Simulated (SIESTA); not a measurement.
# Sn3Se: equation of state with PBEsol

Crystal: Sn3Se.

```
Sn Se
1.0
     0.00000    3.73314    3.73314
     3.73314    0.00000    3.73314
     3.73314    3.73314    0.00000
Sn Se
3 1
Cartesian
  3.7331 3.7331 3.7331
  5.5997 5.5997 5.5997
  1.8666 1.8666 1.8666
  0.0000 0.0000 0.0000
```

The cell comes from a database or a generator and needn't be the stable form of this composition.

```json
{
  "Program": "SIESTA 5.4.2",
  "Task": "equation of state",
  "Functional": "PBEsol",
  "Potentials or basis": "PseudoDojo 0.4 standard (PBEsol files)",
  "Basis": "DZP (energy shift 0.003 Ry; two zetas on semicore shells)",
  "Grid cutoff": "500 Ry",
  "Energy shift": "0.003 Ry",
  "k mesh": "6 × 6 × 6",
  "Occupations": "fermi-dirac, width 0.05 eV",
  "Spin": "no spin polarisation"
}
```

- Equilibrium volume: 24.96 Å³/atom
- Bulk modulus: 60 GPa
- Pressure derivative of the bulk modulus: 4.9 (rough: it moves with the points fitted)

Energy against volume, from the lowest point:
```
volume (Å³/atom)  energy (meV/atom)
          24.452               2.02
          24.973               0.00
          25.493               2.03
          26.013               7.55
          26.533              16.29
          27.054              27.87
          27.574              41.79
```

All runs of the series together: 8.3 min on 1 thread of Arm Neoverse V2 (shared host).

Caveat: the basis of atomic orbitals isn't converged, which shifts pressures, moduli and gaps.
